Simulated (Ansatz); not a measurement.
**C2H9GeN: a ladder of functionals and wavefunction methods**

An exercise on one series of results from a longer session: the logs are not shown, and one member is left open.

The runs use Ansatz 0.2.0, Gaussian basis; functionals in def2-TZVPP, the program's frozen cores in correlated methods.

The runs, in order: PBE-D4, r2SCAN-D4, PBE0-D4, B3LYP-D4, ωB97X-V, ωB97M-V, B2PLYP; CCSD(T)/def2-TZVPP; MP2/def2-QZVPP; extrapolation to the limit.

**The relaxed structure**

An earlier PBE0-D4 in a triple-zeta def2 set relaxation fixed the geometry.

SMILES `[CH3][GeH2][CH2]N`, 13 atoms, charge 0, spin multiplicity 1.

Atoms are counted from 1 here; the program's logs count them from 0.

Bond lengths: C1–Ge2 1.956 Å, C1–H5 1.091 Å, C1–H6 1.091 Å, C1–H7 1.091 Å, Ge2–C3 1.967 Å, Ge2–H8 1.547 Å, Ge2–H9 1.540 Å, C3–N4 1.455 Å, C3–H10 1.101 Å, C3–H11 1.094 Å, N4–H12 1.012 Å, N4–H13 1.013 Å. Angles: Ge2–C1–H5 110.5°, Ge2–C1–H6 110.3°, Ge2–C1–H7 110.6°, H5–C1–H6 108.6°, H5–C1–H7 108.5°, H6–C1–H7 108.4°, C1–Ge2–C3 110.6°, C1–Ge2–H8 109.8°, C1–Ge2–H9 110.3°, C3–Ge2–H8 108.0°, C3–Ge2–H9 109.9°, H8–Ge2–H9 108.2°, Ge2–C3–N4 110.4°, Ge2–C3–H10 108.5°, Ge2–C3–H11 106.9°, N4–C3–H10 115.0°, N4–C3–H11 108.9°, H10–C3–H11 106.7° and more.

The first run:

in.yaml reads:

```yaml
crystal:
  periodic: [false, false, false]
  atoms:
    - {symbol: C, position_ang: [-1.645065, 1.220667, -0.690305]}
    - {symbol: Ge, position_ang: [-0.736093, -0.091050, 0.439837]}
    - {symbol: C, position_ang: [1.178942, -0.175029, -0.002791]}
    - {symbol: N, position_ang: [1.816596, -1.274782, 0.705136]}
    - {symbol: H, position_ang: [-1.536251, 0.958182, -1.743789]}
    - {symbol: H, position_ang: [-1.220808, 2.213916, -0.534341]}
    - {symbol: H, position_ang: [-2.708739, 1.259910, -0.452293]}
    - {symbol: H, position_ang: [-1.342303, -1.494321, 0.204764]}
    - {symbol: H, position_ang: [-0.915582, 0.267433, 1.927205]}
    - {symbol: H, position_ang: [1.284259, -0.203360, -1.098415]}
    - {symbol: H, position_ang: [1.624037, 0.766732, 0.331657]}
    - {symbol: H, position_ang: [1.414955, -2.162713, 0.432043]}
    - {symbol: H, position_ang: [2.806453, -1.320383, 0.496094]}
basis:
  gaussian: {orbitals: def2-TZVPP}
hamiltonian: {xc: pbe, dispersion: d4}
output: {forces: true, orbitals: {seedname: orbitals}}
```

On the command line:

```bash
$ ansatz run in.yaml --threads 4 --pin off --events-out ev --progress --plain --max-ram 10444MiB
```

Steps of the session up to this table: PBE-D4 (GGA); r2SCAN-D4 (meta-GGA); PBE0-D4 (hybrid); B3LYP-D4 (hybrid); ωB97X-V (range-separated); ωB97M-V (range-separated); B2PLYP (double hybrid); CCSD(T) in def2-TZVPP; MP2 in def2-QZVPP.

One table of the session follows, with a row left open; its other results are not shown here.

```
            method  atomisation energy (eV)
            PBE-D4                   46.505
         r2SCAN-D4                   45.928
           PBE0-D4                   45.963
          B3LYP-D4                   46.033
           ωB97X-V                   46.197
           ωB97M-V                   46.028
            B2PLYP                   45.523
     HF/def2-TZVPP                   33.414
    MP2/def2-TZVPP                   45.150
   CCSD/def2-TZVPP                        ?
CCSD(T)/def2-TZVPP                   45.089
           MP2/CBS                   46.174
       CCSD(T)/CBS                   46.112
```

**Question.** Estimate the row for CCSD/def2-TZVPP.

**Answer.** atomisation energy (eV): 44.544. In the column «atomisation energy (eV)» it lies between HF/def2-TZVPP (33.414) and CCSD(T)/def2-TZVPP (45.089).
